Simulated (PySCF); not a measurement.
**Ce(SH)3: other functionals and bases at one geometry**

How far do other levels of theory move the description of Ce(SH)3, and what does each cost? It is a constructed species; whether it can be made isn't addressed.

Method: several levels, as the steps say, no spin–orbit coupling; program: PySCF 2.14.0.

6 further runs of the same task are left out: 2 for a known fault of the program, 2 that didn't finish, 2 set aside as unsound or not needed.

### Step 1. The starting structure

7 atoms, charge 0, spin multiplicity 1.

Bond lengths: Ce1–S2 2.698 Å, Ce1–S4 2.698 Å, Ce1–S6 2.698 Å, S2–H3 1.355 Å, S4–H5 1.355 Å, S6–H7 1.355 Å. Angles: S2–Ce1–S4 117.5°, S2–Ce1–S6 117.5°, S4–Ce1–S6 117.5°, Ce1–S2–H3 94.4°, Ce1–S4–H5 94.4°, Ce1–S6–H7 94.4°.

As a file:

```
Ce    0.0000    0.0000    0.5643
S     2.6336   -0.3973    0.9943
H     2.9133    0.9195    1.1527
S    -0.9727    2.4794    0.9943
H    -2.2529    2.0632    1.1527
S    -1.6609   -2.0821    0.9943
H    -0.6603   -2.9827    1.1527
```

Formal oxidation states: Ce +3. Each metal's 1 4f electrons lie in its core potential, so multiplicities, spins and levels count the valence alone. An earlier session relaxed this geometry at r2SCAN, Ce lcecp-1-SVP with ECP47, S def2-SVP, H def2-SVP (singlet, point group C3).

At r2SCAN on the finer grid: E = -1228.336724 Eh, HOMO -6.39 eV, LUMO -2.75 eV, Mulliken charge on Ce1 +0.88 e, largest force component 0.011 eV/Å. 

Levels to run: wB97X; B3LYP; TPSSh; CAM-B3LYP; r2SCAN, TZVP. Hardware: 2 threads of Intel Xeon Platinum 8375C at 2.90GHz (Ice Lake), shared host.

### Step 2. wB97X

Input file run.py (the lines that set the calculation):

```python
mol = gto.M(atom='''
Ce     0.00000     0.00000     0.56434
S      2.63363    -0.39732     0.99429
H      2.91325     0.91950     1.15272
S     -0.97273     2.47944     0.99429
H     -2.25294     2.06319     1.15272
S     -1.66090    -2.08213     0.99429
H     -0.66031    -2.98270     1.15272''',
    basis={'Ce': 'lcecp-1-SVP', 'S': 'def2-SVP', 'H': 'def2-SVP'},
    ecp={'Ce': 'lcecp-1-SVP'},
    charge=0, spin=0)
mf = dft.RKS(mol, xc='WB97X')
mf.grids.atom_grid = (75, 302)  # f atoms: unpruned, at least (60, 302)
mf = mf.density_fit()  # fitting sets: Ce AutoAux, S def2-universal-JKFIT, H def2-universal-JKFIT
mf.conv_tol = 1e-08; mf.max_cycle = 55
mf.kernel(dm0)  # dm0: the density of the relaxed state
```

Launch:

```bash
$ OMP_NUM_THREADS=2 python run.py
```

Log:

```text
init E= -1228.37815525069
  HOMO = -0.351906206180078  LUMO = -0.0176612989503155  gap/eV = 9.09527
cycle= 1 E= -1228.3841474549  delta_E= -0.00599  |g|= 0.052  |ddm|= 0.248
  HOMO = -0.348139810384641  LUMO = -0.0307932572904015  gap/eV = 8.63544
cycle= 2 E= -1228.38483486756  delta_E= -0.000687  |g|= 0.0343  |ddm|= 0.165
  HOMO = -0.351134126665384  LUMO = -0.0262712431449863  gap/eV = 8.83997
cycle= 3 E= -1228.38527097843  delta_E= -0.000436  |g|= 0.0058  |ddm|= 0.0577
  HOMO = -0.351397993373724  LUMO = -0.0273032830069511  gap/eV = 8.81907
cycle= 4 E= -1228.38529669712  delta_E= -2.57e-05  |g|= 0.000757  |ddm|= 0.0222
  HOMO = -0.351374841967331  LUMO = -0.027421649467712  gap/eV = 8.81522
cycle= 5 E= -1228.38529751693  delta_E= -8.2e-07  |g|= 0.00029  |ddm|= 0.00383
  HOMO = -0.351408269043378  LUMO = -0.027454758724744  gap/eV = 8.81522
cycle= 6 E= -1228.38529762464  delta_E= -1.08e-07  |g|= 7.48e-05  |ddm|= 0.00145
  HOMO = -0.351401390138098  LUMO = -0.0274454963748738  gap/eV = 8.81529
cycle= 7 E= -1228.38529763233  delta_E= -7.69e-09  |g|= 2.18e-05  |ddm|= 0.000342
  HOMO = -0.351401788560515  LUMO = -0.0274467060717392  gap/eV = 8.81527
Extra cycle  E= -1228.385297633  delta_E= -6.71e-10  |g|= 1e-05  |ddm|= 7.42e-05
converged SCF energy = -1228.385297633
```

It took 8.7 s on 2 threads of Intel Xeon Platinum 8375C at 2.90GHz (Ice Lake), shared host.

Result: E = -1228.385298 Eh, HOMO -9.56 eV, LUMO -0.75 eV, Mulliken charge on Ce1 +0.94 e, largest force component 0.147 eV/Å. 

### Step 3. B3LYP

run.py (the lines that set the calculation): that of step 2 with these lines changed.

```diff
@@ -11,3 +11,3 @@
     charge=0, spin=0)
-mf = dft.RKS(mol, xc='WB97X')
+mf = dft.RKS(mol, xc='B3LYP')
 mf.grids.atom_grid = (75, 302)  # f atoms: unpruned, at least (60, 302)
```

Launch:

```bash
$ OMP_NUM_THREADS=2 python run.py
```

Log:

```text
init E= -1228.45911366707
  HOMO = -0.256464732360942  LUMO = -0.0957637657508208  gap/eV = 4.37290
cycle= 1 E= -1228.46093652533  delta_E= -0.00182  |g|= 0.0308  |ddm|= 0.237
  HOMO = -0.252697593935327  LUMO = -0.101358289797084  gap/eV = 4.11815
cycle= 2 E= -1228.46023219124  delta_E= 0.000704  |g|= 0.0527  |ddm|= 0.135
  HOMO = -0.254906659794025  LUMO = -0.0972344199581912  gap/eV = 4.29048
cycle= 3 E= -1228.46129823466  delta_E= -0.00107  |g|= 0.0034  |ddm|= 0.086
  HOMO = -0.255292581264907  LUMO = -0.0977633246509875  gap/eV = 4.28659
cycle= 4 E= -1228.46130240396  delta_E= -4.17e-06  |g|= 0.000416  |ddm|= 0.00587
  HOMO = -0.255288763438177  LUMO = -0.0977357107569325  gap/eV = 4.28724
cycle= 5 E= -1228.4613024899  delta_E= -8.59e-08  |g|= 0.000119  |ddm|= 0.000914
  HOMO = -0.255301330242145  LUMO = -0.0977444208034584  gap/eV = 4.28734
cycle= 6 E= -1228.46130249532  delta_E= -5.42e-09  |g|= 3.24e-05  |ddm|= 0.000232
  HOMO = -0.25529850362085  LUMO = -0.0977426693489001  gap/eV = 4.28731
Extra cycle  E= -1228.46130249553  delta_E= -2.09e-10  |g|= 2.62e-05  |ddm|= 8.42e-05
converged SCF energy = -1228.46130249553
```

It took 6.5 s on 2 threads of Intel Xeon Platinum 8375C at 2.90GHz (Ice Lake), shared host.

Read off: E = -1228.461302 Eh, HOMO -6.95 eV, LUMO -2.66 eV, Mulliken charge on Ce1 +0.81 e, largest force component 0.115 eV/Å. 

### Step 4. TPSSh

run.py (the lines that set the calculation): that of step 3 with these lines changed.

```diff
@@ -11,3 +11,3 @@
     charge=0, spin=0)
-mf = dft.RKS(mol, xc='B3LYP')
+mf = dft.RKS(mol, xc='TPSSH')
 mf.grids.atom_grid = (75, 302)  # f atoms: unpruned, at least (60, 302)
```

Launch:

```bash
$ OMP_NUM_THREADS=2 python run.py
```

Log:

```text
init E= -1228.45761752715
  HOMO = -0.245144463195714  LUMO = -0.0947463881867208  gap/eV = 4.09254
cycle= 1 E= -1228.45823260935  delta_E= -0.000615  |g|= 0.0229  |ddm|= 0.103
  HOMO = -0.243489351487577  LUMO = -0.100917141713367  gap/eV = 3.87959
cycle= 2 E= -1228.45758167479  delta_E= 0.000651  |g|= 0.0461  |ddm|= 0.115
  HOMO = -0.24453334054157  LUMO = -0.0969105215933332  gap/eV = 4.01702
cycle= 3 E= -1228.45846279898  delta_E= -0.000881  |g|= 0.00154  |ddm|= 0.0741
  HOMO = -0.244436268405288  LUMO = -0.0967550003640767  gap/eV = 4.01861
cycle= 4 E= -1228.45846365466  delta_E= -8.56e-07  |g|= 0.000496  |ddm|= 0.00294
  HOMO = -0.244478328906465  LUMO = -0.0967773001356242  gap/eV = 4.01915
cycle= 5 E= -1228.45846373884  delta_E= -8.42e-08  |g|= 7.28e-05  |ddm|= 0.000737
  HOMO = -0.24447580790664  LUMO = -0.0967797943472135  gap/eV = 4.01901
cycle= 6 E= -1228.45846374073  delta_E= -1.89e-09  |g|= 1.42e-05  |ddm|= 0.000138
  HOMO = -0.244477536457401  LUMO = -0.0967811604503304  gap/eV = 4.01902
Extra cycle  E= -1228.45846374074  delta_E= -1.36e-11  |g|= 1.23e-05  |ddm|= 3.33e-05
converged SCF energy = -1228.45846374074
```

Run time: 8.9 s. Hardware: 2 threads of Intel Xeon Platinum 8375C at 2.90GHz (Ice Lake), shared host.

Result: E = -1228.458464 Eh, HOMO -6.65 eV, LUMO -2.63 eV, Mulliken charge on Ce1 +0.92 e, largest force component 0.061 eV/Å. 

### Step 5. CAM-B3LYP

run.py (the lines that set the calculation): that of step 4 with these lines changed.

```diff
@@ -11,3 +11,3 @@
     charge=0, spin=0)
-mf = dft.RKS(mol, xc='TPSSH')
+mf = dft.RKS(mol, xc='CAMB3LYP')
 mf.grids.atom_grid = (75, 302)  # f atoms: unpruned, at least (60, 302)
```

Launch:

```bash
$ OMP_NUM_THREADS=2 python run.py
```

Log:

```text
init E= -1228.37443628865
  HOMO = -0.311935050144935  LUMO = -0.0544867439597034  gap/eV = 7.00553
cycle= 1 E= -1228.37817662669  delta_E= -0.00374  |g|= 0.0503  |ddm|= 0.25
  HOMO = -0.307853777147166  LUMO = -0.0673608225910804  gap/eV = 6.54415
cycle= 2 E= -1228.37818079644  delta_E= -4.17e-06  |g|= 0.0523  |ddm|= 0.187
  HOMO = -0.31093571813513  LUMO = -0.0615604326129464  gap/eV = 6.78585
cycle= 3 E= -1228.37917087653  delta_E= -0.00099  |g|= 0.00286  |ddm|= 0.0853
  HOMO = -0.311320878308546  LUMO = -0.0620216585055893  gap/eV = 6.78378
cycle= 4 E= -1228.37917733968  delta_E= -6.46e-06  |g|= 0.000752  |ddm|= 0.0112
  HOMO = -0.311234929910276  LUMO = -0.0619999031563694  gap/eV = 6.78203
cycle= 5 E= -1228.37917772172  delta_E= -3.82e-07  |g|= 0.000229  |ddm|= 0.0022
  HOMO = -0.311258624087726  LUMO = -0.0620362935039722  gap/eV = 6.78169
cycle= 6 E= -1228.37917777334  delta_E= -5.16e-08  |g|= 5.39e-05  |ddm|= 0.000971
  HOMO = -0.311253376521863  LUMO = -0.0620287876532366  gap/eV = 6.78175
cycle= 7 E= -1228.37917777787  delta_E= -4.52e-09  |g|= 1.29e-05  |ddm|= 0.000291
  HOMO = -0.311254264336741  LUMO = -0.0620274904648319  gap/eV = 6.78181
Extra cycle  E= -1228.37917777801  delta_E= -1.42e-10  |g|= 7.29e-06  |ddm|= 4.04e-05
converged SCF energy = -1228.37917777801
```

Wall time 8.9 s (2 threads of Intel Xeon Platinum 8375C at 2.90GHz (Ice Lake), shared host).

Read off: E = -1228.379178 Eh, HOMO -8.47 eV, LUMO -1.69 eV, Mulliken charge on Ce1 +0.86 e, largest force component 0.064 eV/Å. 

### Step 6. r2SCAN, TZVP

Basis: Ce lcecp-1-TZVP with ECP47, S def2-TZVP, H def2-TZVP. 

Input file run.py (the lines that set the calculation):

```python
mol = gto.M(atom='''
Ce     0.00000     0.00000     0.56434
S      2.63363    -0.39732     0.99429
H      2.91325     0.91950     1.15272
S     -0.97273     2.47944     0.99429
H     -2.25294     2.06319     1.15272
S     -1.66090    -2.08213     0.99429
H     -0.66031    -2.98270     1.15272''',
    basis={'Ce': 'lcecp-1-TZVP', 'S': 'def2-TZVP', 'H': 'def2-TZVP'},
    ecp={'Ce': 'lcecp-1-TZVP'},
    charge=0, spin=0)
mf = dft.RKS(mol, xc='R2SCAN')
mf.grids.atom_grid = (75, 302)  # f atoms: unpruned, at least (60, 302)
mf = mf.density_fit()  # fitting sets: Ce AutoAux, S def2-universal-JKFIT, H def2-universal-JKFIT
mf.conv_tol = 1e-08; mf.max_cycle = 55
mf.kernel(dm0)  # dm0: free metal ions and neutral atoms
```

Launch:

```bash
$ OMP_NUM_THREADS=2 python run.py
```

Log:

```text
init E= -1241.78442810238
  HOMO = -0.234599544335667  LUMO = -0.12542608254497  gap/eV = 2.97076
cycle= 1 E= -1228.5972223065  delta_E= 13.2  |g|= 1.43  |ddm|= 2.43
  HOMO = -0.27348554245533  LUMO = -0.0529794838355413  gap/eV = 6.00028
cycle= 2 E= -1228.45771243237  delta_E= 0.14  |g|=  1.1  |ddm|= 1.46
  HOMO = -0.224149259588379  LUMO = -0.142343842503114  gap/eV = 2.22604
cycle= 3 E= -1228.51744711847  delta_E= -0.0597  |g|= 0.793  |ddm|= 1.61
  HOMO = -0.231432010495989  LUMO = -0.0926229869915597  gap/eV = 3.77719
cycle= 4 E= -1228.74344311414  delta_E= -0.226  |g|= 0.0489  |ddm|= 0.771
  HOMO = -0.237391083029262  LUMO = -0.10314481085075  gap/eV = 3.65303
cycle= 5 E= -1228.74396119905  delta_E= -0.000518  |g|= 0.0238  |ddm|= 0.114
  HOMO = -0.236602338849423  LUMO = -0.100143031544666  gap/eV = 3.71325
cycle= 6 E= -1228.74418353114  delta_E= -0.000222  |g|= 0.00705  |ddm|= 0.0379
  HOMO = -0.236737446287775  LUMO = -0.100013707263494  gap/eV = 3.72044
cycle= 7 E= -1228.74419979253  delta_E= -1.63e-05  |g|= 0.000684  |ddm|= 0.00693
  HOMO = -0.236713127992171  LUMO = -0.0999355454952005  gap/eV = 3.72191
cycle= 8 E= -1228.74419992059  delta_E= -1.28e-07  |g|= 0.000292  |ddm|= 0.00101
  HOMO = -0.236722623539951  LUMO = -0.0999528424785053  gap/eV = 3.72170
cycle= 9 E= -1228.74419994839  delta_E= -2.78e-08  |g|= 8.52e-05  |ddm|= 0.000289
  HOMO = -0.236724147695956  LUMO = -0.0999596315368532  gap/eV = 3.72155
cycle= 10 E= -1228.74419995094  delta_E= -2.55e-09  |g|= 1.89e-05  |ddm|= 8.36e-05
  HOMO = -0.236721304116958  LUMO = -0.099960479792105  gap/eV = 3.72145
Extra cycle  E= -1228.74419995084  delta_E= 1.02e-10  |g|= 2.61e-05  |ddm|= 4.62e-05
converged SCF energy = -1228.74419995084
```

Run time: 24 s. Hardware: 2 threads of Intel Xeon Platinum 8375C at 2.90GHz (Ice Lake), shared host.

Result: E = -1228.744200 Eh, HOMO -6.44 eV, LUMO -2.72 eV, Mulliken charge on Ce1 +1.29 e, largest force component 0.207 eV/Å. 

### Step 7. Results

| level | state | HOMO (eV) | gap (eV) | charge on Ce1 (e) | dipole (D) | largest force (eV/Å) | basis functions | time |
| --- | --- | --- | --- | --- | --- | --- | --- | --- |
| r2SCAN (relaxed here) | singlet | -6.39 | 3.64 | 0.88 | 2.37 | 0.01 | 102 | 34 s |
| wB97X | singlet | -9.56 | 8.82 | 0.94 | 2.62 | 0.15 | 102 | 8.7 s |
| B3LYP | singlet | -6.95 | 4.29 | 0.81 | 2.36 | 0.12 | 102 | 6.5 s |
| TPSSh | singlet | -6.65 | 4.02 | 0.92 | 2.38 | 0.06 | 102 | 8.9 s |
| CAM-B3LYP | singlet | -8.47 | 6.78 | 0.86 | 2.48 | 0.06 | 102 | 8.9 s |
| r2SCAN, TZVP | singlet | -6.44 | 3.72 | 1.29 | 2.46 | 0.21 | 176 | 24 s |

Times are on 2 threads of Intel Xeon Platinum 8375C at 2.90GHz (Ice Lake), shared host; the first row also made further properties.

In one basis the HOMO–LUMO gap runs from 3.64 eV (r2SCAN) to 8.82 eV (wB97X). The largest leftover force, 0.21 eV/Å with r2SCAN, TZVP, stands at a geometry relaxed at another level. The Mulliken charge on Ce spans +0.81 to +1.29 e over the levels. With 4f in the core, its levels are missing from HOMO and gap. Total energies of different levels can't be compared. Spin–orbit coupling is left out throughout.
